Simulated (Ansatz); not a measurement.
# C3H7ClSn: up Jacob's ladder to CCSD(T)

An exercise on one series of results from a longer session: the logs are not shown, and one member is left open.

Method: functionals in def2-TZVPP, the program's frozen cores in correlated methods; program: Ansatz 0.2.0, Gaussian basis.

Levels to be run: LDA (SPW92), PBE-D4, revPBE-D4, BLYP-D4, r2SCAN-D4, B97M-V, PBE0-D4, B3LYP-D4, r2SCANh-D4, r2SCAN0-D4, HSE06-D4, BHLYP-D4, CAM-B3LYP-D4, LC-ωPBE, ωB97X-V, ωB97M-V, B2PLYP, PBE-QIDH; CCSD(T)/def2-SVP; CCSD(T)/def2-TZVPP; MP2/def2-QZVPP; extrapolation to the limit; RPA on PBE.

## The geometry

The geometry comes from an earlier relaxation with PBE0-D4 in a triple-zeta def2 set; it is a stationary point, not always the lowest conformer. Sn takes the def2 core potential; no spin-orbit term is included.

SMILES `C[CH](C)[Sn][Cl]`, 12 atoms, charge 0, spin multiplicity 1.

Atoms are counted from 1 here; the program's logs count them from 0.

Bond lengths: C1–C2 1.522 Å, C1–H6 1.095 Å, C1–H7 1.094 Å, C1–H8 1.097 Å, C2–C3 1.522 Å, C2–Sn4 2.206 Å, C2–H9 1.098 Å, C3–H10 1.097 Å, C3–H11 1.095 Å, C3–H12 1.094 Å, Sn4–Cl5 2.384 Å. Angles: C2–C1–H6 112.7°, C2–C1–H7 111.1°, C2–C1–H8 110.9°, H6–C1–H7 107.7°, H6–C1–H8 106.9°, H7–C1–H8 107.3°, C1–C2–C3 111.8°, C1–C2–Sn4 110.7°, C1–C2–H9 109.3°, C3–C2–Sn4 110.7°, C3–C2–H9 109.3°, Sn4–C2–H9 104.8°, C2–C3–H10 110.9°, C2–C3–H11 112.7°, C2–C3–H12 111.1°, H10–C3–H11 106.9°, H10–C3–H12 107.3°, H11–C3–H12 107.7° and more.

Set-up of the first run:

The input, in.yaml:

```yaml
crystal:
  periodic: [false, false, false]
  atoms:
    - {symbol: C, position_ang: [-0.741013, 0.247295, 1.089979]}
    - {symbol: C, position_ang: [-0.193123, -0.615105, -0.037854]}
    - {symbol: C, position_ang: [1.273106, -0.318136, -0.316693]}
    - {symbol: Sn, position_ang: [-1.400352, -0.367249, -1.867314]}
    - {symbol: Cl, position_ang: [-0.911201, 1.955395, -2.093945]}
    - {symbol: H, position_ang: [-1.784427, 0.016755, 1.329991]}
    - {symbol: H, position_ang: [-0.686101, 1.309344, 0.834880]}
    - {symbol: H, position_ang: [-0.162930, 0.101885, 2.011134]}
    - {symbol: H, position_ang: [-0.303706, -1.674024, 0.229282]}
    - {symbol: H, position_ang: [1.882526, -0.474603, 0.582178]}
    - {symbol: H, position_ang: [1.692750, -0.957909, -1.100342]}
    - {symbol: H, position_ang: [1.411569, 0.721255, -0.627397]}
basis:
  gaussian: {orbitals: def2-TZVPP}
hamiltonian: {xc: lda}
output: {orbitals: {seedname: orbitals}}
```

On the command line:

```sh
$ ansatz run in.yaml --threads 8 --pin off --events-out ev --progress --plain --max-ram 18278MiB
```

Steps of the session up to this table: LDA; PBE-D4 (GGA); revPBE-D4 (GGA); BLYP-D4 (GGA); r2SCAN-D4 (meta-GGA); B97M-V (meta-GGA); PBE0-D4 (hybrid); B3LYP-D4 (hybrid); r2SCANh-D4 (hybrid); r2SCAN0-D4 (hybrid); HSE06-D4 (hybrid); BHLYP-D4 (hybrid); CAM-B3LYP-D4 (range-separated); LC-ωPBE (range-separated); ωB97X-V (range-separated); ωB97M-V (range-separated); B2PLYP (double hybrid); PBE-QIDH (double hybrid).

One table of the session follows, with a row left open; its other results are not shown here.

It belongs to the step «Orbital energies across the functionals». 

| functional | HOMO (eV) | LUMO (eV) | gap (eV) |
| --- | --- | --- | --- |
| LDA (SPW92) | -5.39 | -3.70 | 1.69 |
| PBE-D4 | -5.24 | -3.43 | 1.81 |
| revPBE-D4 | -5.18 | -3.31 | 1.87 |
| BLYP-D4 | -5.11 | -3.37 | 1.74 |
| r2SCAN-D4 | -5.45 | -3.35 | 2.10 |
| B97M-V | -5.43 | -3.42 | 2.00 |
| PBE0-D4 | -6.25 | -2.72 | 3.53 |
| B3LYP-D4 | -6.08 | -2.97 | 3.11 |
| r2SCANh-D4 | -5.83 | -3.09 | 2.74 |
| r2SCAN0-D4 | -6.39 | -2.69 | 3.70 |
| HSE06-D4 | -5.86 | -3.08 | 2.78 |
| BHLYP-D4 | -7.15 | -2.00 | 5.15 |
| CAM-B3LYP-D4 | ? | ? | ? |
| LC-ωPBE | -8.67 | -0.70 | 7.97 |
| ωB97X-V | -8.38 | -0.84 | 7.54 |
| ωB97M-V | -8.28 | -0.99 | 7.30 |

Q: Estimate the row for CAM-B3LYP-D4 from the others.

The run gave: HOMO (eV): -7.47; LUMO (eV): -1.82; gap (eV): 5.64. In the column «HOMO (eV)» it lies between ωB97M-V (-8.28) and BHLYP-D4 (-7.15).
